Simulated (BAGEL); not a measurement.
**C2H4NSi− (SMILES N#CC[SiH2-]) at HF/6-31G(d) (density fitting with qzvpp-jkfit, spherical functions)**

Aim: the vertical ionisation energy of C2H4NSi− at HF/6-31G* (density fitting with qzvpp-jkfit, spherical functions), from 2 runs. 

The results are computed with BAGEL 1.2.2.

6 further runs of the same task are left out: 2 that didn't finish, 4 set aside as unsound or not needed.

**1. Starting point**

C2H4NSi− has 8 atoms, charge -1, and is taken as a singlet. As SMILES, `N#CC[SiH2-]`. Geometry: relaxed at GFN2-xTB. This is one conformer, not always the lowest.

Bond lengths: N1–C2 1.155 Å, C2–C3 1.400 Å, C3–Si4 1.969 Å, C3–H5 1.096 Å, C3–H6 1.093 Å, Si4–H7 1.496 Å, Si4–H8 1.485 Å. Angles: N1–C2–C3 177.3°, C2–C3–Si4 110.9°, C2–C3–H5 109.2°, C2–C3–H6 110.2°, Si4–C3–H5 110.5°, Si4–C3–H6 107.1°, C3–Si4–H7 96.6°, C3–Si4–H8 99.6°, H5–C3–H6 108.8°, H7–Si4–H8 100.2°.

**2. A single-point energy at HF/6-31G(d) (density fitting with qzvpp-jkfit, spherical functions)**

input.json reads:

```json
{ "bagel": [

{
  "title": "molecule",
  "basis": "6-31gs.json",
  "df_basis": "qzvpp-jkfit",
  "angstrom": true,
  "geometry": [
    { "atom": "N", "xyz": [    1.074570,    0.084650,    2.358550 ] },
    { "atom": "C", "xyz": [    0.692590,    0.336440,    1.297840 ] },
    { "atom": "C", "xyz": [    0.204010,    0.579900,    0.008390 ] },
    { "atom": "Si", "xyz": [   -1.177800,   -0.735930,   -0.478240 ] },
    { "atom": "H", "xyz": [    1.035420,    0.546420,   -0.705230 ] },
    { "atom": "H", "xyz": [   -0.261840,    1.567640,   -0.038230 ] },
    { "atom": "H", "xyz": [   -1.218640,   -0.411890,   -1.937980 ] },
    { "atom": "H", "xyz": [   -0.348310,   -1.967210,   -0.505100 ] }
  ]
},
{
  "title": "hf",
  "charge": -1
},
{
  "title": "print",
  "file": "orbitals.molden",
  "orbitals": true
}

]}
```

The basis set 6-31G* is read from a file made from the Basis Set Exchange's data (not shown).

On the command line:

```bash
$ BAGEL_NUM_THREADS=1 BAGEL input.json > input.out
```

Standard output:

```text
* using 1 threads per process

  ===============================================================
  ===============================================================

  *** Geometry ***

  { "atom" : "N", "xyz" : [      2.030643,      0.159965,      4.457014 ] },
  { "atom" : "C", "xyz" : [      1.308805,      0.635779,      2.452562 ] },
  { "atom" : "C", "xyz" : [      0.385523,      1.095852,      0.015855 ] },
  { "atom" : "Si", "xyz" : [     -2.225719,     -1.390706,     -0.903743 ] },
  { "atom" : "H", "xyz" : [      1.956660,      1.032584,     -1.332692 ] },
  { "atom" : "H", "xyz" : [     -0.494806,      2.962410,     -0.072244 ] },
  { "atom" : "H", "xyz" : [     -2.302896,     -0.778359,     -3.662251 ] },
  { "atom" : "H", "xyz" : [     -0.658211,     -3.717488,     -0.954501 ] },

  Number of auxiliary basis functions:      427

  Since a DF basis is specified, we compute 2- and 3-index integrals:
    o Being stored without compression. Storage requirement is 0.016 GB

  Number of basis functions:       68
  Number of electrons      :       37

    * METHOD: MOLECULE                             0.17

  *** RHF ***

  === Nuclear Repulsion ===
   128.2816932792

      * DIIS with orbital gradients will be used.

  === RHF iteration (6-31gs.json) ===
      0       -421.21020006          0.02040611           0.03
      1       -421.31516755          0.01664522           0.03
      2       -421.39282090          0.00264404           0.03
      3       -421.39611730          0.00099043           0.03
      4       -421.39661538          0.00017887           0.03
      5       -421.39664762          0.00005883           0.03
      6       -421.39664993          0.00002384           0.03
      7       -421.39665040          0.00000675           0.03
      8       -421.39665046          0.00000329           0.03
      9       -421.39665047          0.00000170           0.03
     10       -421.39665047          0.00000075           0.03
     11       -421.39665048          0.00000024           0.03
     12       -421.39665048          0.00000008           0.03
     13       -421.39665048          0.00000003           0.03
     14       -421.39665048          0.00000001           0.03
    * SCF iteration converged.

    * Permanent dipole moment:
           (   -1.192069,    -1.163427,     0.406032) a.u.

    * METHOD: HF                                   0.62

    * METHOD: PRINT                                0.01

  ===============================================================
```

Run time: 0.92 s. Hardware: 1 thread of Arm Neoverse V1, shared host; peak memory 0.089 GiB.

**3. Doublet neutral C2H4NSi at the same level**

input.json reads:

```json
{ "bagel" : [

{
  "title" : "molecule",
  "basis" : "6-31gs.json",
  "df_basis" : "qzvpp-jkfit",
  "angstrom" : true,
  "geometry" : [
    { "atom" : "N", "xyz" : [       1.074570,       0.084650,       2.358550 ] },
    { "atom" : "C", "xyz" : [       0.692590,       0.336440,       1.297840 ] },
    { "atom" : "C", "xyz" : [       0.204010,       0.579900,       0.008390 ] },
    { "atom" : "Si", "xyz" : [      -1.177800,      -0.735930,      -0.478240 ] },
    { "atom" : "H", "xyz" : [       1.035420,       0.546420,      -0.705230 ] },
    { "atom" : "H", "xyz" : [      -0.261840,       1.567640,      -0.038230 ] },
    { "atom" : "H", "xyz" : [      -1.218640,      -0.411890,      -1.937980 ] },
    { "atom" : "H", "xyz" : [      -0.348310,      -1.967210,      -0.505100 ] }
  ]
},

{
  "title" : "uhf",
  "nopen" : 1
},

{
  "title" : "print",
  "file" : "orbitals.molden",
  "orbitals" : true
}

]}
```

The basis set 6-31G* is read from a file made from the Basis Set Exchange's data (not shown).

On the command line:

```bash
$ BAGEL_NUM_THREADS=1 BAGEL input.json > input.out
```

Standard output:

```text
* using 1 threads per process

  ===============================================================
  ===============================================================

  *** Geometry ***

  { "atom" : "N", "xyz" : [      2.030643,      0.159965,      4.457014 ] },
  { "atom" : "C", "xyz" : [      1.308805,      0.635779,      2.452562 ] },
  { "atom" : "C", "xyz" : [      0.385523,      1.095852,      0.015855 ] },
  { "atom" : "Si", "xyz" : [     -2.225719,     -1.390706,     -0.903743 ] },
  { "atom" : "H", "xyz" : [      1.956660,      1.032584,     -1.332692 ] },
  { "atom" : "H", "xyz" : [     -0.494806,      2.962410,     -0.072244 ] },
  { "atom" : "H", "xyz" : [     -2.302896,     -0.778359,     -3.662251 ] },
  { "atom" : "H", "xyz" : [     -0.658211,     -3.717488,     -0.954501 ] },

  Number of auxiliary basis functions:      427

  Since a DF basis is specified, we compute 2- and 3-index integrals:
    o Being stored without compression. Storage requirement is 0.016 GB

  Number of basis functions:       68
  Number of electrons      :       37

    * METHOD: MOLECULE                             0.17

  *** Open-shell HF ***

  === Nuclear Repulsion ===
   128.2816932792

      * DIIS with orbital gradients will be used.

  === UHF iteration (6-31gs.json) ===
      0       -421.14169632          0.04376329           0.07
      1       -421.25747629          0.03826241           0.07
      2       -421.28032177          0.03419713           0.07
      3       -421.36448385          0.00210035           0.07
      4       -421.36520880          0.00069940           0.07
      5       -421.36531299          0.00018193           0.07
      6       -421.36532937          0.00006378           0.07
      7       -421.36533410          0.00002822           0.07
      8       -421.36533565          0.00001405           0.07
      9       -421.36533638          0.00000569           0.07
     10       -421.36533661          0.00000169           0.07
     11       -421.36533665          0.00000092           0.07
     12       -421.36533669          0.00000053           0.07
     13       -421.36533673          0.00000028           0.07
     14       -421.36533677          0.00000020           0.07
     15       -421.36533681          0.00000016           0.07
     16       -421.36533685          0.00000013           0.07
     17       -421.36533690          0.00000010           0.07
     18       -421.36533693          0.00000008           0.07
     19       -421.36533696          0.00000005           0.07
     20       -421.36533696          0.00000003           0.07
     21       -421.36533697          0.00000002           0.07
     22       -421.36533697          0.00000001           0.07
    * SCF iteration converged.

    * S^2 (UHF) is 0.7525

    * Permanent dipole moment:
           (    0.966843,    -0.235778,     1.331401) a.u.

    * METHOD: UHF                                  1.74

    * METHOD: PRINT                                0.01

  ===============================================================
```

It took 2 s on 1 thread of Arm Neoverse V1, shared host; peak memory 0.089 GiB.

**4. Outcome**

At HF/6-31G* (density fitting with qzvpp-jkfit, spherical functions):

| quantity | value |
| --- | --- |
| singlet C2H4NSi−: total energy | -421.39665 Eh |
| singlet C2H4NSi−: HOMO energy | -1.83 eV |
| singlet C2H4NSi−: LUMO energy | 8.93 eV |
| singlet C2H4NSi−: HOMO–LUMO gap (to an unbound level, set by the basis) | 10.76 eV |
| doublet neutral C2H4NSi: total energy | -421.36534 Eh |
| doublet neutral C2H4NSi: dipole moment | 4.22 D |
| doublet neutral C2H4NSi: ⟨S²⟩ | 0.752 |
| vertical detachment energy (to the doublet neutral) | 0.852 eV |

What this shows: The vertical ionisation energy comes to 0.85 eV (19.6 kcal/mol). The negative HOMO energy of the first species, 1.83 eV, lies 0.97 eV above that difference.
